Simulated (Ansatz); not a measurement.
Consider a ladder of basis sets of ClHOSn, SMILES [OH][Sn][Cl] (Ansatz's Python interface).

The script, `clhosn_basis.py`:
```python
# -*- coding: utf-8 -*-
"""Basis-set convergence for ClHOSn."""

import ansatz as az


def main():
    system = (
        az.Crystal.molecule()
        .atom("O", (-0.4585, 0.6275, -0.8006))
        .atom("Sn", (-0.1761, -0.5407, 0.7191))
        .atom("Cl", (2.1053, -0.956, 0.8839))
        .atom("H", (-1.4151, 0.8089, -0.8227))
    )

    calculation = system.calculation().functional("hf").scf(lower_state_search="standard")

    energies = {}
    for basis in ["def2-SVP", "def2-SVPD", "def2-TZVP", "def2-TZVPP"]:
        report = calculation.basis(gaussian=basis).run(threads=1, backend="cpu").report
        size = report["n_frozen"] + report["n_occupied"][0] + report["n_virtual"][0]
        energies[basis] = (report["reference_energy_ev"] / 27.211386246, report["free_energy_ev"] / 27.211386246)
        print(f"{basis:14s} {size:4d} orbitals  reference {energies[basis][0]:14.6f} Ha  total {energies[basis][1]:14.6f} Ha")

    last = energies["def2-TZVPP"][1]
    for basis, (_, total) in energies.items():
        print(f"{basis:14s} lies {27.211386 * (total - last):9.4f} eV above def2-TZVPP")


if __name__ == "__main__":
    main()
```

How far does the total energy move along this ladder of basis sets?

Against def2-SVP: def2-SVPD -21.4 mHa, def2-TZVP -271.1 mHa and def2-TZVPP -272.8 mHa. The last step alone is -1.70 mHa (these two sets differ little on atoms other than hydrogen). From the first set to the last the time grows from 0.6 to 1.2 s.

The run itself:

```console
$ python clhosn_basis.py
def2-SVP         63 orbitals  reference    -748.149568 Ha  total    -748.149568 Ha
def2-SVPD        90 orbitals  reference    -748.171010 Ha  total    -748.171010 Ha
def2-TZVP       124 orbitals  reference    -748.420684 Ha  total    -748.420684 Ha
def2-TZVPP      137 orbitals  reference    -748.422384 Ha  total    -748.422384 Ha
def2-SVP       lies    7.4237 eV above def2-TZVPP
def2-SVPD      lies    6.8402 eV above def2-TZVPP
def2-TZVP      lies    0.0462 eV above def2-TZVPP
def2-TZVPP     lies    0.0000 eV above def2-TZVPP
```

What to keep in mind:
- The settings weren't tested for convergence.
- The geometry is a force-field or estimated start, not a minimum of this method, and the last set is no limit. Much of the fall in a total is atomic energy, which cancels in bond and reaction energies.
- def2 sets replace the cores of elements past krypton by effective core potentials.
- Run time: 4.6 s on 1 thread of Arm Neoverse V1 (shared host), peak memory 0.29 GiB.

(A comment or docstring line of the script was reworded after the run, the code is as it ran; lines on the test bed's own set-up are left out of the output.)
